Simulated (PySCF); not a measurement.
# C6H5NO2: the cost of one run

Computed with PySCF 2.14.0, with density-fitted response routines of our own, on a single molecule in the gas phase. Atoms count from 0, in the outputs and in this text.

### 1 The starting structure

14 atoms, charge 0, multiplicity 1; geometry from: GFN2-xTB.

Bonds of the start (Å): O0–C1 1.22, C1–O2 1.21, C1–C3 1.63, C3–C4 1.39, C4–C5 1.40, C5–C6 1.37, C6–N7 1.35, N7–C8 1.35, C8–C3 1.37, C4–H9 1.08, C5–H10 1.08, C6–H11 1.08, N7–H12 1.01, C8–H13 1.08.

### 2 Relaxing the molecule at PBE0-D3(BJ)/def2-SVP

The job: settings as JSON, then the geometry in Å.

```
{"job": {"xc": "PBE0", "basis": "def2-SVP", "d3": "d3bj", "grid": 1, "kind": "geom"}, "charge": 0, "multiplicity": 1}
O      2.096130     0.396580    -1.201640
C      1.762500    -0.407970    -0.344990
O      2.247600    -1.367730     0.208350
C      0.226950    -0.081910     0.091930
C     -0.687590    -1.094820     0.349080
C     -2.048570    -0.780690     0.390950
C     -2.421550     0.540730     0.414200
N     -1.495760     1.510780     0.259220
C     -0.211740     1.214420    -0.014230
H     -0.328240    -2.101330     0.496610
H     -2.798870    -1.550020     0.480330
H     -3.440450     0.855600     0.576460
H     -1.783150     2.480460     0.339810
H      0.463030     2.007990    -0.297340
```

Q: Estimate the wall time of this first job on 8 threads of Intel Xeon Platinum 8375C at 2.90GHz (Ice Lake), shared host.

About 69 s.
